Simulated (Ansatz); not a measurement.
# Ga2AsN (ordered alloy on rocksalt lattice): Wannier inputs, tried as typed, part 2 of 2

Aim: run 4 Wannier inputs for Ga2AsN (ordered alloy on rocksalt lattice) as typed, and read from each log whether it ends well.

Ansatz 0.2.0; plane waves, PAW; the settings change from run to run, as each input shows. Earlier steps stand in the parts before.

## (4) Try 3

input.yaml

```yaml
crystal:
  lattice:
    - [1.6465440432, 0.9506326466, 5.9542266724]
    - [-1.6465440432, 0.9506326466, 5.9542266724]
    - [0.0, -1.9012652932, 5.9542266724]
  atoms:
    - { symbol: "N", position: [1.0, 0.0, 0.0] }
    - { symbol: As, position: [0.5, 0.5, 0.5] }
    - { symbol: Ga, position: [0.26732311, 0.26732311, 0.26732311] }
    - { symbol: Ga, position: [0.73267689, 0.73267689, 0.73267689] }
kpoints:
  mp_grid: { grid: [8, 8, 8] }
  band_path:
    path:
      - [[0.0, 0.0, 0.0], [0.5, 0.5, 0.5], [0.816339808805, 0.183660191195, 0.5]]
      - [[0.5, -0.183660191195, 0.183660191195], [0.5, 3.40230051339e-17, -1.631675408144e-16], [0.0, 0.0, 0.0], [0.3418300955975, -0.3418300955975, -8.017167388642e-18]]
      - [[0.6581699044025, 6.40054344791e-17, 0.3418300955975], [0.5, 1.455662186098e-16, 0.5], [0.0, 0.0, 0.0]]
    npoints: 10
hamiltonian:
  xc: pbe
scf:
  occupations: { method: fermi_dirac, width: 0.02 }
  n_extra_bands: 8
output:
  forces: false
  stress: false
  eigenvalues: true
  wannier:
    kmesh: [3, 3, 3]
    projections:
      - { species: Ga, l: s, shell: 4 }
      - { species: "N", l: p, shell: 2 }
      - { species: As, l: p, shell: 4 }
    minimise: true
    write_hr: true
    conv_tol: 1.0e-08
    max_iter: 1000
    disentanglement: { window: [4.55, 26.55], frozen_window: [7.55, 15.35] }
  write_density: true
  write_potential: true
  elf: true
  volumetric_format: npy
```

Command:

```
> ansatz run input.yaml --threads 4 --pin off --max-ram 3686MiB --backend cpu --events-out ev --progress --plain --runs-dir out
```

The program printed:

```text
Warning: RAYON_NUM_THREADS=4 ignored (pool sized by the plan → 4); use --threads N
basis.fft_grid_basis auto: the FFT boxes are laid along the combinations [[1, -1, 0], [0, 1, 0], [0, -1, 1]] of the cell's own vectors, 3.293, 6.250 and 3.293 Å long. The dense box has 24×45×24 points. Along the cell's own vectors, as sized, it would have 45×45×45, 3.52 times as many. Of the 12 symmetry operations that the crystal satisfies within crystal.symmetry.tolerance (time reversal apart; of a slab, those that keep its plane) the dense box along the cell's own vectors carries 12, and the one as laid loses 8 of those. basis.fft_grid_basis: typed keeps the cell's own vectors: state it where this run's energies or levels are differenced outside the engine with another run's, or held beside a run that keeps those vectors. Those combinations have planes normal to reciprocal vector 3, as the cell's own vectors have. Each planar average written beside output.write_density, output.write_potential has a row for each plane of the box: 24. The volumetric files lie along those combinations, not along the cell's own vectors: a cube or XSF file states them, and fields.json those of NumPy files.
scf.n_extra_bands = 8 over 23 filled bands (N_el = 46.0): the run solves 31 bands
Engine: ansatz 0.2.0, aarch64-unknown-linux-gnu
Pseudopotentials: kind: paw
Pseudopotential: N, paw, valence charge 5, recommended cutoff 420 eV (normal), N.paw.azcp
Pseudopotential: As, paw, valence charge 15, recommended cutoff 420 eV (normal), As.paw.azcp
Pseudopotential: Ga, paw, valence charge 13, recommended cutoff 420 eV (normal), Ga.paw.azcp
Functional definition: PBE
  parameter kappa = 0.804
  parameter beta = 0.06672455060314922
  exchange = pbe_x(kappa = kappa, mu = beta*pi^2/3)
  correlation = pbe_c(beta = beta)
Crystal: 4 atoms, lattice volume = 55.919 Å³
Basis set: ecut = 420 eV, 1099 PW (Γ), FFT grids on a1−a2, a2, −a2+a3
Bands: 31, of which v1, the nominal top of the filled ones, is band 23 counted from 1 (22 counted from 0)
Symmetry: 12 space group operations
Space group: R-3m (ITA 166), of the structure as read, at distance tolerance 3.8e-5 Å
k-points: 65 of 512
Non-local potential: N, projectors of the file, l = 0: 2, l = 1: 2, l = 2: 1
Non-local potential: As, projectors of the file, l = 0: 2, l = 1: 2, l = 2: 3, l = 3: 1
Non-local potential: Ga, projectors of the file, l = 0: 2, l = 1: 2, l = 2: 3, l = 3: 1
PAW form: soft (Blöchl's): semilocal exchange-correlation on the pseudo side does not see the compensation charge
PAW one-centre angular grid: N, 110 points (default); XC on 64 Gauss nodes
PAW one-centre angular grid: As, 590 points (default); XC on 64 Gauss nodes
PAW one-centre angular grid: Ga, 590 points (default); XC on 64 Gauss nodes
Initial density: superposition of atomic densities (neutral atoms: chi_scale 0, normalization atom), corrected by the library's trained network
Initial wavefunctions: pseudopotential atomic-orbital guess
Functional: x = pbe(κ = 0.804, μ = 0.2195149727645171), c = pbe(β = 0.06672455060314922)
SCF iter   1: F=—  HF=-12805.122728 eV  |F-HF|=—  |Δ(HF+E_count)|=         —  Δρ=5.29e-3  dr2=5.24e-2  ethr=1.77e-3  ⟨swp⟩=5.9  Hψ=8542  notcnv=0
preconditioner: auto → Kerker (q_TF=auto, 2.641 Å⁻¹)  [metal: Δε(μ)=0.003 eV  Ē_g=16.791 eV  σ=0.020 eV  W_gap=0.04  n_scr=22 (ndim 8)  ℏωp=29.8 eV  f_vac=0.000  D(μ)=2.07/eV (n_scr^D=16)]
SCF iter   2: F=—  HF=-12805.118481 eV  |F-HF|=—  |Δ(HF+E_count)|=   4.25e-3  Δρ=3.20e-3  dr2=2.49e-2  ethr=1.14e-4  ⟨swp⟩=1.2  Hψ=2553  notcnv=0  defer=76
SCF iter   3: F=—  HF=-12805.114820 eV  |F-HF|=—  |Δ(HF+E_count)|=   3.66e-3  Δρ=9.09e-4  dr2=2.59e-3  ethr=5.42e-5  ⟨swp⟩=2.0  Hψ=2297  notcnv=0  defer=149
SCF iter   4: F=—  HF=-12805.114122 eV  |F-HF|=—  |Δ(HF+E_count)|=   6.98e-4  Δρ=5.62e-4  dr2=5.46e-4  ethr=5.64e-6  ⟨swp⟩=2.0  Hψ=3700  notcnv=0  defer=161
SCF iter   5: F=—  HF=-12805.113995 eV  |F-HF|=—  |Δ(HF+E_count)|=   1.27e-4  Δρ=1.92e-4  dr2=1.99e-5  ethr=1.19e-6  ⟨swp⟩=2.0  Hψ=2399  notcnv=0  defer=161
SCF iter   6: F=—  HF=-12805.113989 eV  |F-HF|=—  |Δ(HF+E_count)|=   5.61e-6  Δρ=4.61e-5  dr2=1.92e-6  ethr=4.33e-8  ⟨swp⟩=2.0  Hψ=3337  notcnv=0  defer=161
SCF iter   7: F=—  HF=-12805.113989 eV  |F-HF|=—  |Δ(HF+E_count)|=   6.21e-7  Δρ=2.72e-5  dr2=3.05e-7  ethr=4.17e-9  ⟨swp⟩=2.0  Hψ=3338  notcnv=0  defer=161
SCF iter   8: F=-12805.113988 eV  HF=-12805.113988 eV  |F-HF|=2.33e-8  |Δ(HF+E_count)|=   3.06e-7  Δρ=1.03e-5  dr2=5.73e-8  ethr=2.17e-10  ⟨swp⟩=7.4  Hψ=8148  notcnv=0
SCF 1 converged in 8 iterations: F = -12805.113988 eV  dr2 = 5.73e-8
NSCF: frozen V_eff on 73 k-points
NSCF: frozen V_eff on 9 k-points
the Wannier pass solved 9 of the 27 points of its mesh, and has the states at the others by symmetry: states obtained by the crystal's operations at points that were solved too leave a residual of 3.13e-13 eV (read by the count's bands and the next), within 8.33e-6 eV
NSCF: frozen V_eff on 9 k-points
the Wannier pass solved 9 of the 27 points of its mesh, and has the states at the others by symmetry: states obtained by the crystal's operations at points that were solved too leave a residual of 3.06e-13 eV (read by the count's bands and the next), within 8.33e-6 eV
NSCF: frozen V_eff on 9 k-points
the Wannier pass solved 9 of the 27 points of its mesh, and has the states at the others by symmetry: states obtained by the crystal's operations at points that were solved too leave a residual of 3.41e-13 eV (read by the count's bands and the next), within 8.33e-6 eV
SCF converged after 8 iterations
Free energy (F): -12805.113988 eV
Harris-Foulkes:  -12805.113988 eV  (|F-HF|=2.33e-8)
Internal energy: -12805.111542 eV  (E = F + TS)
E sigma→0 (E₀):  -12805.112765 eV
Entropy (-TS):   -0.002447 eV (-0.612 meV/atom)
Fermi energy:    12.644620 eV
--- Per-component energies (eV) ---
  E_band       = -191.289241
  E_kinetic    = 463.309368
  E_local      = -4929.793689  (includes V_loc(G=0)·N_el)
  E_nonlocal   = 228.135079
  E_hartree    = 2466.731718
  E_xc         = -277.581341
  E_vxc        = -271.939588  (∫ρ·V_xc dr)
  E_paw        = -5942.702499  (= ΣΔE_a)
  E_vpaw       = -614.464610  (= ΣTr[D̂ρ^β])
  E_aug_tail   = -0.000072  (compensation charges beyond the density's cutoff)
  E_ewald      = -4813.210105
  E_smearing   = -0.002447  (= −TS)
  E_closure    = 0.000000  (closes the sum)
  Σ components = -12805.113988   (vs F -12805.113988, Δ=0.00e0)
--- Band table (eV; the first three rows and the last of 65) ---
  k-point 0: bands = ["-23.1740", "-23.1740", "-23.1503", "-23.1503", "-23.1454", "-3.9545", "-2.8728", "-2.8728", "-2.8514", "-2.8061", "-2.8061", "-2.8040", "-2.7601", "-2.7601", "-2.6840", "-2.6840", "-0.6201", "3.3596", "10.1718", "10.1718", "10.5918", "10.7581", "14.5464", "14.5464", "16.9666", "17.8421", "17.8421", "18.9939", "20.2982", "22.2707", "22.3389"]
  k-point 1: bands = ["-23.1742", "-23.1721", "-23.1512", "-23.1505", "-23.1444", "-3.8377", "-2.8594", "-2.8571", "-2.8396", "-2.8040", "-2.7996", "-2.7848", "-2.7725", "-2.7551", "-2.6966", "-2.6824", "-0.3471", "3.6513", "8.5862", "9.9598", "10.5640", "11.7792", "12.9311", "13.9688", "16.1766", "17.9596", "18.4334", "19.7822", "20.3457", "20.6597", "21.5867"]
  k-point 2: bands = ["-23.1747", "-23.1676", "-23.1533", "-23.1508", "-23.1417", "-3.6815", "-2.8562", "-2.8443", "-2.8318", "-2.7962", "-2.7790", "-2.7730", "-2.7344", "-2.7292", "-2.6789", "-2.4501", "0.3434", "4.4966", "6.7934", "9.3086", "9.4982", "10.4735", "13.0171", "13.5860", "14.7266", "16.9870", "18.6760", "19.0635", "19.1194", "21.0151", "21.1871"]
  k-point 64: bands = ["-23.1740", "-23.1740", "-23.1503", "-23.1503", "-23.1454", "-3.7890", "-2.8639", "-2.8639", "-2.8581", "-2.8019", "-2.8019", "-2.7689", "-2.7689", "-2.7539", "-2.6886", "-2.6886", "-1.3449", "5.5806", "6.8681", "10.1649", "10.1649", "13.2468", "14.4254", "14.4254", "15.6669", "19.1509", "19.2680", "19.2680", "19.7259", "19.7259", "20.7704"]
Error: a combination of the trial orbitals is all but absent from the optimal subspace at ik = 0: its weight there is 1.8e-15 of the largest combination's or less, which the computation cannot tell from zero, so that the projections give no starting gauge (the trial orbitals are those of output.wannier.projections, and ik = 0 is k-point 1 of the .win and .amn files); move output.wannier.disentanglement.frozen_window, whose bands are always kept in the subspace
```

Run time: 7.7 s. Hardware: 4 threads of Arm Neoverse N1, shared host; peak memory 0.39 GiB.

Diagnosis: The run stopped with an error. Some combination of the trial orbitals has almost no weight, at one k point, in the states chosen from the window. Fix: choose trial orbitals that match the bands, or move the windows as the message advises.

## (5) Try 4

input.yaml: that of step 4 with these lines changed.

```diff
@@ -22,3 +22,3 @@
   occupations: { method: fermi_dirac, width: 0.02 }
-  n_extra_bands: 8
+  n_extra_bands: 16
 output:
@@ -28,7 +28,10 @@
   wannier:
-    kmesh: [3, 3, 3]
+    kmesh: [6, 6, 6]
     projections:
+      - { species: "N", l: s, shell: 2 }
+      - { species: "N", l: p, shell: 2 }
+      - { species: As, l: s, shell: 4 }
+      - { species: As, l: p, shell: 4 }
       - { species: Ga, l: s, shell: 4 }
-      - { species: "N", l: p, shell: 2 }
-      - { species: As, l: p, shell: 4 }
+      - { species: Ga, l: p, shell: 4 }
     minimise: true
@@ -37,6 +40,3 @@
     max_iter: 1000
-    disentanglement: { window: [4.55, 26.55], frozen_window: [7.55, 15.35] }
-  write_density: true
-  write_potential: true
-  elf: true
-  volumetric_format: npy
+    disentanglement: { window: [-11.45, 30.55], frozen_window: [6.55, 16.05] }
+    stability_check: false
```

Command:

```
> ansatz run input.yaml --threads 4 --pin off --max-ram 3686MiB --backend cpu --events-out ev --progress --plain --runs-dir out
```

The program printed:

```text
Warning: RAYON_NUM_THREADS=4 ignored (pool sized by the plan → 4); use --threads N
basis.fft_grid_basis auto: the FFT boxes are laid along the combinations [[1, 0, -1], [0, 1, -1], [0, 0, 1]] of the cell's own vectors, 3.293, 3.293 and 6.250 Å long. The dense box has 24×24×45 points. Along the cell's own vectors, as sized, it would have 45×45×45, 3.52 times as many. Of the 12 symmetry operations that the crystal satisfies within crystal.symmetry.tolerance (time reversal apart; of a slab, those that keep its plane) the dense box along the cell's own vectors carries 12, and the one as laid loses 8 of those. basis.fft_grid_basis: typed keeps the cell's own vectors: state it where this run's energies or levels are differenced outside the engine with another run's, or held beside a run that keeps those vectors.
scf.n_extra_bands = 16 over 23 filled bands (N_el = 46.0): the run solves 39 bands
[... 10 set-up lines as earlier in the session ...]
Crystal: 4 atoms, lattice volume = 55.919 Å³
Basis set: ecut = 420 eV, 1099 PW (Γ), FFT grids on a1−a3, a2−a3, a3
Bands: 39, of which v1, the nominal top of the filled ones, is band 23 counted from 1 (22 counted from 0)
[... 2 set-up lines as earlier in the session ...]
k-points: 65 of 512
[... 10 set-up lines as earlier in the session ...]
SCF iter   1: F=—  HF=-12805.122735 eV  |F-HF|=—  |Δ(HF+E_count)|=         —  Δρ=5.31e-3  dr2=5.24e-2  ethr=1.77e-3  ⟨swp⟩=5.8  Hψ=11497  notcnv=0  defer=170
preconditioner: auto → Kerker (q_TF=auto, 2.641 Å⁻¹)  [metal: Δε(μ)=0.003 eV  Ē_g=21.484 eV  σ=0.020 eV  W_gap=0.04  n_scr=22 (ndim 8)  ℏωp=29.8 eV  f_vac=0.000  D(μ)=2.07/eV (n_scr^D=16)]
SCF iter   2: F=—  HF=-12805.118630 eV  |F-HF|=—  |Δ(HF+E_count)|=   4.10e-3  Δρ=3.29e-3  dr2=2.59e-2  ethr=1.14e-4  ⟨swp⟩=1.1  Hψ=3059  notcnv=0  defer=331
SCF iter   3: F=—  HF=-12805.114868 eV  |F-HF|=—  |Δ(HF+E_count)|=   3.76e-3  Δρ=9.18e-4  dr2=2.76e-3  ethr=5.63e-5  ⟨swp⟩=2.0  Hψ=2493  notcnv=0  defer=403
SCF iter   4: F=—  HF=-12805.114120 eV  |F-HF|=—  |Δ(HF+E_count)|=   7.47e-4  Δρ=5.76e-4  dr2=5.61e-4  ethr=6.00e-6  ⟨swp⟩=2.0  Hψ=3945  notcnv=0  defer=460
SCF iter   5: F=—  HF=-12805.113995 eV  |F-HF|=—  |Δ(HF+E_count)|=   1.25e-4  Δρ=1.89e-4  dr2=2.07e-5  ethr=1.22e-6  ⟨swp⟩=2.0  Hψ=2509  notcnv=0  defer=460
SCF iter   6: F=—  HF=-12805.113989 eV  |F-HF|=—  |Δ(HF+E_count)|=   6.03e-6  Δρ=4.06e-5  dr2=1.55e-6  ethr=4.49e-8  ⟨swp⟩=2.0  Hψ=3464  notcnv=0  defer=460
SCF iter   7: F=—  HF=-12805.113989 eV  |F-HF|=—  |Δ(HF+E_count)|=   4.58e-7  Δρ=2.21e-5  dr2=1.99e-7  ethr=3.37e-9  ⟨swp⟩=2.0  Hψ=3457  notcnv=0  defer=460
SCF iter   8: F=-12805.113988 eV  HF=-12805.113988 eV  |F-HF|=3.80e-8  |Δ(HF+E_count)|=   1.67e-7  Δρ=9.16e-6  dr2=4.64e-8  ethr=2.17e-10  ⟨swp⟩=8.4  Hψ=11194  notcnv=0
SCF 1 converged in 8 iterations: F = -12805.113988 eV  dr2 = 4.64e-8
NSCF: frozen V_eff on 73 k-points
NSCF: frozen V_eff on 35 k-points
the Wannier pass solved 35 of the 216 points of its mesh, and has the states at the others by symmetry: states obtained by the crystal's operations at points that were solved too leave a residual of 2.39e-13 eV (read by the count's bands and the next), within 8.33e-6 eV
NSCF: frozen V_eff on 35 k-points
the Wannier pass solved 35 of the 216 points of its mesh, and has the states at the others by symmetry: states obtained by the crystal's operations at points that were solved too leave a residual of 4.37e-13 eV (read by the count's bands and the next), within 8.33e-6 eV
SCF converged after 8 iterations
Free energy (F): -12805.113988 eV
Harris-Foulkes:  -12805.113988 eV  (|F-HF|=3.80e-8)
Internal energy: -12805.111542 eV  (E = F + TS)
E sigma→0 (E₀):  -12805.112765 eV
Entropy (-TS):   -0.002447 eV (-0.612 meV/atom)
Fermi energy:    12.644615 eV
--- Per-component energies (eV) ---
  E_band       = -191.290638
  E_kinetic    = 463.309252
  E_local      = -4929.794478  (includes V_loc(G=0)·N_el)
  E_nonlocal   = 228.134579
  E_hartree    = 2466.732437
  E_xc         = -277.581327
  E_vxc        = -271.939562  (∫ρ·V_xc dr)
  E_paw        = -5942.701828  (= ΣΔE_a)
  E_vpaw       = -614.464497  (= ΣTr[D̂ρ^β])
  E_aug_tail   = -0.000072  (compensation charges beyond the density's cutoff)
  E_ewald      = -4813.210105
  E_smearing   = -0.002447  (= −TS)
  E_closure    = -0.000000  (closes the sum)
  Σ components = -12805.113988   (vs F -12805.113988, Δ=0.00e0)
--- Band table (eV; the first three rows and the last of 65) ---
  k-point 0: bands = ["-23.1741", "-23.1741", "-23.1504", "-23.1504", "-23.1455", "-3.9545", "-2.8728", "-2.8728", "-2.8514", "-2.8061", "-2.8061", "-2.8041", "-2.7601", "-2.7601", "-2.6841", "-2.6841", "-0.6201", "3.3596", "10.1718", "10.1718", "10.5918", "10.7581", "14.5464", "14.5464", "16.9666", "17.8421", "17.8421", "18.9939", "20.2982", "22.2707", "22.3389", "22.3389", "22.5211", "22.5211", "23.9081", "25.2458", "26.1096", "26.1096", "28.3282"]
  k-point 1: bands = ["-23.1742", "-23.1722", "-23.1513", "-23.1506", "-23.1445", "-3.8377", "-2.8594", "-2.8571", "-2.8397", "-2.8040", "-2.7996", "-2.7849", "-2.7725", "-2.7551", "-2.6967", "-2.6825", "-0.3471", "3.6513", "8.5862", "9.9597", "10.5640", "11.7791", "12.9311", "13.9688", "16.1765", "17.9596", "18.4334", "19.7822", "20.3457", "20.6597", "21.5867", "21.6195", "22.8127", "23.7477", "24.5110", "26.7310", "26.9382", "26.9542", "27.5645"]
  k-point 2: bands = ["-23.1748", "-23.1677", "-23.1533", "-23.1509", "-23.1418", "-3.6815", "-2.8563", "-2.8443", "-2.8319", "-2.7962", "-2.7791", "-2.7731", "-2.7344", "-2.7292", "-2.6790", "-2.4501", "0.3434", "4.4966", "6.7934", "9.3086", "9.4982", "10.4735", "13.0171", "13.5859", "14.7266", "16.9870", "18.6760", "19.0635", "19.1194", "21.0151", "21.1871", "21.9448", "23.5422", "25.0824", "25.8550", "26.8762", "27.8177", "29.1458", "30.0849"]
  k-point 64: bands = ["-23.1741", "-23.1741", "-23.1504", "-23.1504", "-23.1455", "-3.7890", "-2.8639", "-2.8639", "-2.8581", "-2.8019", "-2.8019", "-2.7689", "-2.7689", "-2.7539", "-2.6886", "-2.6886", "-1.3449", "5.5806", "6.8681", "10.1649", "10.1649", "13.2468", "14.4254", "14.4254", "15.6669", "19.1509", "19.2680", "19.2680", "19.7258", "19.7258", "20.7704", "22.7251", "23.4870", "23.7361", "23.7361", "25.4188", "25.4188", "28.2949", "28.3110"]
Wannier search: line search 1 of at most 1000: gauge-dependent spread (as the search counts it) 9.6871122 Å², largest recent change 2.2e0 Å² against conv_tol 1.0e-8 Å², 0 stops escaped
Wannier search: line search 100 of at most 1000: gauge-dependent spread (as the search counts it) 5.9935695 Å², largest recent change 1.8e-5 Å² against conv_tol 1.0e-8 Å², 0 stops escaped
Wannier search: line search 200 of at most 1000: gauge-dependent spread (as the search counts it) 5.9931448 Å², largest recent change 2.9e-6 Å² against conv_tol 1.0e-8 Å², 0 stops escaped
Wannier search: line search 300 of at most 1000: gauge-dependent spread (as the search counts it) 5.5268838 Å², largest recent change 7.1e-2 Å² against conv_tol 1.0e-8 Å², 0 stops escaped
Wannier search: line search 400 of at most 1000: gauge-dependent spread (as the search counts it) 5.0719218 Å², largest recent change 9.2e-4 Å² against conv_tol 1.0e-8 Å², 0 stops escaped
Wannier search: line search 500 of at most 1000: gauge-dependent spread (as the search counts it) 4.2995440 Å², largest recent change 4.8e-3 Å² against conv_tol 1.0e-8 Å², 0 stops escaped
Wannier search: line search 600 of at most 1000: gauge-dependent spread (as the search counts it) 3.8623151 Å², largest recent change 7.0e-4 Å² against conv_tol 1.0e-8 Å², 0 stops escaped
Wannier search: line search 700 of at most 1000: gauge-dependent spread (as the search counts it) 3.8519590 Å², largest recent change 8.6e-6 Å² against conv_tol 1.0e-8 Å², 0 stops escaped
Wannier search: line search 800 of at most 1000: gauge-dependent spread (as the search counts it) 3.8517548 Å², largest recent change 8.2e-7 Å² against conv_tol 1.0e-8 Å², 0 stops escaped
Wannier search: line search 900 of at most 1000: gauge-dependent spread (as the search counts it) 3.8517047 Å², largest recent change 6.0e-7 Å² against conv_tol 1.0e-8 Å², 0 stops escaped
Wannier search: line search 1000 of at most 1000: gauge-dependent spread (as the search counts it) 3.8516635 Å², largest recent change 4.3e-7 Å² against conv_tol 1.0e-8 Å², 0 stops escaped
Error: MLWF gauge products (tight-binding model / AHC scan) refused: spread minimisation did not converge (1000 line searches; its last line searches changed the spread by 4.3e-7 Å² at most; in the .spreads.toml file omega_d_ang2 is 1.050e-2 of an omega_total_ang2 of 2.186e1) — output.wannier.max_iter raises the budget of line searches: a rerun under a larger one that converges, or whose omega_d_ang2 + omega_od_ang2 ends lower by much more than its last changes, shows that the search was still descending; failing that, if its last changes of the spread are small and the .spreads.toml file's omega_d_ang2 is a small part of its omega_total_ang2, the search rests on a plateau: set output.wannier.conv_tol a little above those changes (a looser conv_tol leaves a stop farther from its stationary point); if not, a looser conv_tol would pass a gauge far from the minimum: give the search better projections (output.wannier.projections)
```

Wall time 41 s (4 threads of Arm Neoverse N1, shared host); peak memory 0.55 GiB.

The run did not converge. The last message names the cause.

## (6) Summary

The summary covers parts 1 to 2.

```tsv
try	settings	ended	fault	time
1	PBE, 8 functions, 6×6×6, window 4.55 to 26.55 eV, frozen 7.55 to 15.35 eV	stopped by an error	some combination of the trial orbitals has almost no weight, at one k point, in the states chosen from the window	23 s
2	r2SCAN, 8 functions, 6×6×6, window 4.52 to 26.52 eV, frozen 7.52 to 15.32 eV	stopped by an error	some combination of the trial orbitals has almost no weight, at one k point, in the states chosen from the window	36 s
3	PBE, 8 functions, 3×3×3, window 4.55 to 26.55 eV, frozen 7.55 to 15.35 eV	stopped by an error	some combination of the trial orbitals has almost no weight, at one k point, in the states chosen from the window	7.7 s
4	PBE, 16 functions, 6×6×6, window -11.45 to 30.55 eV, frozen 6.55 to 16.05 eV	not converged	see the message	41 s
```

**Reading.** 3 stopped by an error, 1 not converged. No run passed without a fault or warning, so no result is quoted.
